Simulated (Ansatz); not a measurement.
# ClH4N2STa: basis-set convergence

One table from this session's results is given with a row withheld; the runs are named, their logs left out.

Method: one geometry, several basis sets; program: Ansatz 0.2.0, Gaussian basis.

Levels to be run: PBE0-D4/def2-SVP; ωB97M-V/def2-SVP; PBE0-D4/def2-QZVPP; ωB97M-V/def2-QZVPP; the functionals' def2-TZVPP values are taken from earlier runs.

## The relaxed structure

All runs share one geometry, relaxed beforehand with PBE0-D4 in a triple-zeta def2 set. Ta takes the def2 core potential; no spin-orbit term is included.

SMILES `[NH2][Ta]([NH2])(=[S])[Cl]`, 9 atoms, charge 0, spin multiplicity 1.

Atoms are counted from 1 here; the program's logs count them from 0.

Bond lengths: N1–Ta2 1.961 Å, N1–H6 1.011 Å, N1–H7 1.009 Å, Ta2–N3 1.961 Å, Ta2–S4 2.157 Å, Ta2–Cl5 2.315 Å, N3–H8 1.011 Å, N3–H9 1.009 Å. Angles: Ta2–N1–H6 124.6°, Ta2–N1–H7 125.0°, H6–N1–H7 110.4°, N1–Ta2–N3 111.1°, N1–Ta2–S4 107.7°, N1–Ta2–Cl5 108.7°, N3–Ta2–S4 107.7°, N3–Ta2–Cl5 108.7°, S4–Ta2–Cl5 112.9°, Ta2–N3–H8 124.6°, Ta2–N3–H9 125.0°, H8–N3–H9 110.4°.

The first run:

Input file in.yaml:

```yaml
crystal:
  periodic: [false, false, false]
  atoms:
    - {symbol: N, position_ang: [-0.948913, -0.583977, -1.267818]}
    - {symbol: Ta, position_ang: [0.574983, 0.090227, -0.233764]}
    - {symbol: N, position_ang: [0.075225, 0.407016, 1.635982]}
    - {symbol: S, position_ang: [2.107344, -1.428131, -0.256049]}
    - {symbol: Cl, position_ang: [1.275170, 2.091734, -1.163759]}
    - {symbol: H, position_ang: [-1.849046, -0.127241, -1.326794]}
    - {symbol: H, position_ang: [-0.965143, -1.458274, -1.771935]}
    - {symbol: H, position_ang: [-0.699474, 0.985175, 1.932468]}
    - {symbol: H, position_ang: [0.518356, -0.022729, 2.434571]}
basis:
  gaussian: {orbitals: def2-SVP}
hamiltonian: {xc: pbe0, dispersion: d4}
output: {orbitals: {seedname: orbitals}}
```

Among the steps run: PBE0-D4 in def2-SVP; ωB97M-V in def2-SVP; PBE0-D4 in def2-QZVPP; ωB97M-V in def2-QZVPP.

One table of the session follows, with a row left open; its other results are not shown here.

It belongs to the step «Density functionals: the series». 

```
functional       basis  HOMO (eV)
   PBE0-D4    def2-SVP      -7.49
   PBE0-D4  def2-TZVPP      -7.49
   PBE0-D4  def2-QZVPP      -7.53
   ωB97M-V    def2-SVP      -9.55
   ωB97M-V  def2-TZVPP          ?
   ωB97M-V  def2-QZVPP      -9.63
```

Estimate the missing values for ωB97M-V, def2-TZVPP.

The run gave: HOMO (eV): -9.59. In the column «HOMO (eV)» it lies between ωB97M-V, def2-QZVPP (-9.63) and ωB97M-V, def2-SVP (-9.55).
